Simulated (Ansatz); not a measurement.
# C2H8FNOSi: the cost of one run

All numbers below are computed with Ansatz 0.2.0 (RKS B3LYP-D4/def2-SVP).

## Step 1: The structure to begin with

Bond lengths: N1–C2 1.517 Å, C2–Si3 1.912 Å, Si3–O4 1.743 Å, Si3–C5 1.834 Å, C5–F6 1.378 Å, N1–H7 1.022 Å, N1–H8 1.041 Å, C2–H9 1.106 Å, C2–H10 1.116 Å, Si3–H11 1.451 Å, O4–H12 0.953 Å, C5–H13 1.129 Å, C5–H14 1.132 Å. Angles (14 of 22 angles, heavy atoms first): N1–C2–Si3 113.9°, C2–Si3–O4 108.6°, C2–Si3–C5 110.1°, O4–Si3–C5 113.7°, Si3–C5–F6 111.5°, N1–C2–H9 110.9°, N1–C2–H10 107.3°, Si3–C2–H9 109.4°, Si3–C2–H10 110.4°, C2–N1–H7 106.6°, C2–N1–H8 107.4°, C2–Si3–H11 106.7°, O4–Si3–H11 107.5°, C5–Si3–H11 110.0°.

Coordinates:

```xyz
14

N     0.8690   -2.1919    0.0659
C     0.2318   -1.0009    0.7571
Si   -0.3327    0.3777   -0.4409
O     0.9426    0.6701   -1.5926
C    -0.8290    1.8700    0.5029
F     0.1618    2.2680    1.3741
H     0.1939   -2.5228   -0.6266
H     1.6992   -1.8414   -0.4543
H    -0.6237   -1.3179    1.3828
H     0.9774   -0.6023    1.4855
H    -1.4692   -0.1475   -1.1734
H     1.0042   -0.0302   -2.2360
H    -1.0902    2.7500   -0.1549
H    -1.7482    1.6900    1.1392
```

## Step 2: End point A

File input.yaml:

```yaml
crystal:
  periodic: [false, false, false]
  atoms:
    - { symbol: "N", position_ang: [0.869, -2.1919, 0.0659] }
    - { symbol: C, position_ang: [0.2318, -1.0009, 0.7571] }
    - { symbol: Si, position_ang: [-0.3327, 0.3777, -0.4409] }
    - { symbol: O, position_ang: [0.9426, 0.6701, -1.5926] }
    - { symbol: C, position_ang: [-0.829, 1.87, 0.5029] }
    - { symbol: F, position_ang: [0.1618, 2.268, 1.3741] }
    - { symbol: H, position_ang: [0.1939, -2.5228, -0.6266] }
    - { symbol: H, position_ang: [1.6992, -1.8414, -0.4543] }
    - { symbol: H, position_ang: [-0.6237, -1.3179, 1.3828] }
    - { symbol: H, position_ang: [0.9774, -0.6023, 1.4855] }
    - { symbol: H, position_ang: [-1.4692, -0.1475, -1.1734] }
    - { symbol: H, position_ang: [1.0042, -0.0302, -2.236] }
    - { symbol: H, position_ang: [-1.0902, 2.75, -0.1549] }
    - { symbol: H, position_ang: [-1.7482, 1.69, 1.1392] }
basis:
  gaussian: { orbitals: def2-SVP }
hamiltonian:
  xc: b3lyp
  dispersion: d4
relax:
  f_tol: 0.015
  max_steps: 40
```

Command:

```
> ansatz run input.yaml --threads 2 --pin off --max-ram 3072MiB --backend cpu --events-out ev --progress --plain --runs-dir out
```

Q: Estimate wall time and peak memory on 2 threads of Intel Xeon Platinum 8488C (Sapphire Rapids), shared host.

About 70 s, with a peak of 0.34 GiB.
